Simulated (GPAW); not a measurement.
Crystal: WS.

```
W S
1.0
     3.00789    0.00000    0.00000
     0.00000    3.00789    0.00000
     0.00000    0.00000    3.00789
W S
1 1
Direct
  0.50000 0.50000 0.50000
  0.00000 0.00000 0.00000
```

The cell was built by a generator and needn't be a form met in nature.

Base run:

```yaml
Program: GPAW 26.7.0
Functional: PBE
Potentials_or_basis: GPAW PAW data sets (gpaw-data 1.2.1)
Cutoff: 600 eV
Basis: pw
k_mesh: 9 × 9 × 9
Occupations: fermi-dirac, width 0.05 eV
Spin: no spin polarisation
```

Its results: pressure 0.1 GPa.

Q: The run is repeated on the same cell with these changes: hubbard terms from none to W d U = 5 eV. What comes out?

A: Pressure 6.6 GPa.

Caveats: U without spin polarisation on a metal has little footing (some runs).
